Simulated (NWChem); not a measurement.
# BClF2 (chlorodifluoroborane): a chain of runs

Wanted: a geometry optimisation (KT2 (NWChem form)/6-311+G**), then the harmonic vibrations, then a single-point energy (MP2/6-311+G**) of BClF2 (chlorodifluoroborane). 

Program for the calculation: NWChem 7.3.0.

## (1) The molecule

The species is BClF2 (4 atoms), meant as a singlet with charge 0. SMILES: `FB(F)Cl`. The coordinates come from a PBE0-D4/def2-TZVP relaxation. The run starts from this shape.

Bond lengths: F1–B2 1.310 Å, B2–F3 1.310 Å, B2–Cl4 1.740 Å. Angles: F1–B2–F3 119.0°, F1–B2–Cl4 120.5°, F3–B2–Cl4 120.5°.

## (2) A structure relaxation at KT2 (NWChem form)/6-311+G(d,p) (run 1)

Contents of bclf2.nw:

```
start bclf2
title "BClF2 KT2 (NWChem form)"
memory stack 880 mb heap 220 mb global 1100 mb
charge 0

geometry units angstroms noautoz
  F     -0.173700    -1.254300    -0.546300
  B     -0.067100    -0.041300    -0.062000
  F     -1.011600     0.830100    -0.317700
  Cl     1.307900     0.405300     0.905700
end

basis spherical
  F library 6-311+G**
  B library 6-311+G**
  Cl library 6-311+G**
end

dft
  xc kt2
  grid coarse
  mulliken
  noprint "final vectors analysis"
end

driver
  loose
  maxiter 50
end

task dft optimize
```

Run with:

```sh
nwchem bclf2.nw > bclf2.out
```

Log:

```text
[...]
 Group name             C2v
[...]
          Wavefunction type:  closed shell.
          No. of atoms     :     4
          No. of electrons :    40
[...]
          Charge           :     0
          Spin multiplicity:     1
[...]
          AO basis - number of functions:    96
[...]
              XC Information
              --------------
                          KT2 Method XC Functional
                        Slater Exchange Functional  1.072 local
                           KT1 gradient correction  1.000 non-local
            Perdew 1991 LDA Correlation Functional  0.577 local
[...]
 d= 0,ls=0.0,diis     1   -691.2993890464 -8.33D+02  1.70D-02  1.30D+01     0.6
[...]
         Total DFT energy =     -691.426968515827
[...]
  wavefunction    = closed shell
[...]
@    0    -691.42696852  0.0D+00  0.00599  0.00273  0.00000  0.00000      6.1
[...]
         Total DFT energy =     -691.427025450039
[...]
 d= 0,ls=0.0,diis     2   -691.4270262418 -3.68D-07  5.87D-06  4.46D-07     8.3
         Total DFT energy =     -691.427026241763
      One electron energy =    -1230.247947379827
           Coulomb energy =      457.017598196676
    Exchange-Corr. energy =      -60.105460799850
 Nuclear repulsion energy =      141.908783741238
[...]
@    1    -691.42702624 -5.8D-05  0.00145  0.00052  0.00471  0.01123     10.9
[...]
      Optimization converged
[...]
@    1    -691.42702624 -5.8D-05  0.00145  0.00052  0.00471  0.01123     10.9
[...]
```

Wall time 12 s (1 thread of Intel Xeon 6975P-C (Granite Rapids), shared host); peak memory 0.11 GiB.

After the run. Bond lengths: F1–B2 1.316 Å, B2–F3 1.316 Å, B2–Cl4 1.737 Å. Angles: F1–B2–F3 119.2°, F1–B2–Cl4 120.4°, F3–B2–Cl4 120.4°.

## (3) The harmonic vibrations at KT2 (NWChem form)/6-311+G(d,p) (run 2)

Contents of bclf2.nw:

```
start bclf2
title "BClF2"
memory 2200 mb
geometry units angstroms noautoz
 F      0.000000    -1.135000    -1.104781
 B      0.000000     0.000000    -0.439180
 F      0.000000     1.135000    -1.104781
 Cl     0.000000     0.000000     1.297952
end
basis "ao basis" spherical
 F library 6-311+G**
 B library 6-311+G**
 Cl library 6-311+G**
end
dft
 xc kt2
 mult 1
 grid coarse
 mulliken
 print low
end
freq
 temp 2 298.15 373.15
end
task dft freq
```

Run with:

```sh
nwchem bclf2.nw > bclf2.out
```

Log:

```text
[...]
 Group name             C2v
[...]
 d= 0,ls=0.0,diis     1   -691.2985862353 -8.33D+02  1.70D-02  1.30D+01     1.1
[...]
 d= 0,ls=0.0,diis    10   -691.4270742558 -7.77D-08  1.72D-06  1.61D-08     7.8
         Total DFT energy =     -691.427074255828
      One electron energy =    -1230.249895762656
           Coulomb energy =      457.019863550543
    Exchange-Corr. energy =      -60.105807082666
 Nuclear repulsion energy =      141.908765038952
[...]
 Normal Eigenvalue ||           Projected Infra Red Intensities
  Mode   [cm**-1]  || [atomic units] [(debye/angs)**2] [(KM/mol)] [arbitrary]
 ------ ---------- || -------------- ----------------- ---------- -----------
    1       -0.000 ||    0.000018           0.000         0.017       0.002
    2       -0.000 ||    0.000006           0.000         0.006       0.001
    3        0.000 ||    0.000007           0.000         0.007       0.001
    4        0.000 ||    0.000004           0.000         0.004       0.001
    5        0.000 ||    0.000013           0.000         0.013       0.002
    6        0.000 ||    0.000004           0.000         0.004       0.001
    7      324.812 ||    0.002449           0.056         2.387       0.306
    8      404.347 ||    0.010273           0.237        10.015       1.285
    9      569.951 ||    0.040080           0.925        39.072       5.015
   10      681.635 ||    0.030913           0.713        30.136       3.868
   11     1213.422 ||    0.525321          12.120       512.109      65.727
   12     1394.103 ||    0.350012           8.075       341.209      43.793
 ----------------------------------------------------------------------------
[...]
```

Run time: 61 s. Hardware: 1 thread of Intel Xeon 6975P-C (Granite Rapids), shared host; peak memory 0.17 GiB.

## (4) A single-point energy at MP2/6-311+G(d,p) (run 3)

Contents of bclf2.xyz:

```xyz
4
BClF2
F      0.000000    -1.135000    -1.104781
B      0.000000     0.000000    -0.439180
F      0.000000     1.135000    -1.104781
Cl     0.000000     0.000000     1.297952
```

Contents of bclf2.nw:

```
start bclf2
title "BClF2"
memory 2200 mb

geometry units angstrom noautoz
 load format xyz bclf2.xyz
end

basis spherical
 * library 6-311+G**
end

scf
 noprint "final vectors analysis"
end

mp2
 freeze core 8
end

task mp2
```

Run with:

```sh
nwchem bclf2.nw > bclf2.out
```

Log:

```text
[...]
 Group name             C2v
[...]
  functions       =    96
[...]
  wavefunction    = RHF
[...]
         Total SCF energy =   -683.301799471708
      One-electron energy =  -1228.984127177051
      Two-electron energy =    403.773562666390
 Nuclear repulsion energy =    141.908765038952
        Time for solution =      4.6s
[...]
          Total MP2 energy          -683.935470204225
[...]
```

Run time: 7.2 s. Hardware: 1 thread of Intel Xeon 6975P-C (Granite Rapids), shared host; peak memory 0.25 GiB.

## (5) What came out

```
                                                                                     quantity             value
                                  run 1, KT2 (NWChem form)/6-311+G**: total energy at the end     -691.42703 Eh
                                            run 1, KT2 (NWChem form)/6-311+G**: dipole moment            0.28 D
                                             run 2, KT2 (NWChem form)/6-311+G**: total energy     -691.42707 Eh
                               run 2, KT2 (NWChem form)/6-311+G**: lowest harmonic wavenumber          325 cm⁻¹
                              run 2, KT2 (NWChem form)/6-311+G**: highest harmonic wavenumber         1394 cm⁻¹
                                        run 2, KT2 (NWChem form)/6-311+G**: zero-point energy       27.4 kJ/mol
run 2, KT2 (NWChem form)/6-311+G**: ideal-gas entropy at 298.15 K (symmetry number 2 as used)  66.0 cal/(mol K)
                                                           run 3, MP2/6-311+G**: total energy     -683.93547 Eh
                            run 3, MP2/6-311+G**: correlation energy (8 core orbitals frozen)        -633.7 mEh
```

What this shows: The optimisation (run 1, KT2 (NWChem form)/6-311+G**) took 2 steps and changed the energy by -0.002 eV. All 6 modes (run 2, KT2 (NWChem form)/6-311+G**) are real, so the shape is a minimum at this level. Mulliken charges (run 2, KT2 (NWChem form)/6-311+G**) run from -0.12 on B2 to +0.10 on F1; in a basis this large or diffuse they mean little. Mulliken charges (run 3, MP2/6-311+G**) run from -0.18 on Cl4 to +0.08 on B2; in a basis this large or diffuse they mean little.
